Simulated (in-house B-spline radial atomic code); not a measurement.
# Er¹³⁺: ionisation energy by several methods

Aim: the ionisation energy of Er¹³⁺ by several methods, each as the difference of two self-consistent energies (Er¹³⁺ and the next ion, [Kr] 4d10 4f7 5s1).

The numbers are computed with in-house B-spline radial atomic code version 1 (scalar-relativistic (X2C), several functionals, spin-polarised; spherical all-electron atom at the radial basis limit), except any that are marked as measured or tabulated.

## 1. Starting point

```
element       : erbium (Z = 68)
charge        : +13
electrons     : 55
configuration : [Kr] 4d10 4f7 5s2
nucleus       : Fermi, rms radius 5.252 fm
```

The outer shells:

[Kr] 4d10 4f7 5s2
```
[Kr] core
4d [↑↓][↑↓][↑↓][↑↓][↑↓]
4f [↑ ][↑ ][↑ ][↑ ][↑ ][↑ ][↑ ]
5s [↑↓]
```

Where spins are not typed, each open shell is filled with up spins first.

## 2. TPSS

Settings of the run:

```ini
Z = 68
electrons = 55.0
configuration = [Kr] 4d10 4f7 5s2
hamiltonian = x2c
method = tpss,tpss
spin_polarised = True
nucleus = fermi
rms_radius = 5.2516
mass_number = 166
atomic_mass = 165.930301067
speed_of_light = 137.035999084
```

## 3. fractional-occupation HF

Changes to the settings of step 2:

```diff
@@ -4,3 +4,3 @@
 hamiltonian = x2c
-method = tpss,tpss
+method = hf,
 spin_polarised = True
```

## 4. r2SCAN0

Changes to the settings of step 3:

```diff
@@ -4,3 +4,3 @@
 hamiltonian = x2c
-method = hf,
+method = r2scan0
 spin_polarised = True
```

## 5. BLYP

Changes to the settings of step 4:

```diff
@@ -4,3 +4,3 @@
 hamiltonian = x2c
-method = r2scan0
+method = b88,lyp
 spin_polarised = True
```

## 6. OLYP

Changes to the settings of step 5:

```diff
@@ -4,3 +4,3 @@
 hamiltonian = x2c
-method = b88,lyp
+method = optx,lyp
 spin_polarised = True
```

## 7. PBEsol

Changes to the settings of step 6:

```diff
@@ -4,3 +4,3 @@
 hamiltonian = x2c
-method = optx,lyp
+method = pbesol
 spin_polarised = True
```

## 8. SCAN

Changes to the settings of step 7:

```diff
@@ -4,3 +4,3 @@
 hamiltonian = x2c
-method = pbesol
+method = scan,scan
 spin_polarised = True
```

Before running: The tabulated ionisation energy is 290 ± 15 eV (tabulated theoretical; NIST Atomic Spectra Database). What does each method give, and which comes nearest?

As calculated:

| method | rung | total energy (hartree) | ΔSCF (eV) | −ε highest (eV) | ΔSCF less tabulated (eV) |
| --- | --- | --- | --- | --- | --- |
| BLYP | GGA | -13034.0563 | 281.51 | 263.91 (4f up) | -8.49 |
| OLYP | GGA | -13037.7047 | 280.59 | 265.56 (4f up) | -9.41 |
| PBEsol | GGA | -13028.6535 | 280.84 | 264.25 (4f up) | -9.16 |
| TPSS | meta-GGA | -13032.9205 | 280.12 | 264.02 (4f up) | -9.88 |
| SCAN | meta-GGA | -13033.9899 | 279.28 | 264.99 (4f up) | -10.72 |
| r2SCAN0 | global hybrid | -13033.2606 | 278.84 | 269.91 (4f up) | -11.16 |
| fractional-occupation HF | Hartree-Fock | -13029.6665 | 276.35 | 276.68 (5s down) | -13.65 |

What this shows: Against the tabulated ionisation energy, 290 ± 15 eV (tabulated theoretical; NIST Atomic Spectra Database), the best here is BLYP (-8.49 eV) and the worst fractional-occupation HF (-13.65 eV, or 4.7 %). Mean absolute error by rung (exchange-only levels left out): GGA 9.02 eV, meta-GGA 10.30 eV, global hybrid 11.16 eV. The table's own uncertainty is as large as these misses, so the order means little. All methods miss on the same side by much the same amount, which points to something that they share. Relativistic terms that these runs lack can be as large as the gaps between close methods, so the nearest may be so by luck. Spin-orbit coupling is left out. ΔSCF removes a 5s electron, which is not the highest level in every run, so the two columns can refer to different electrons.
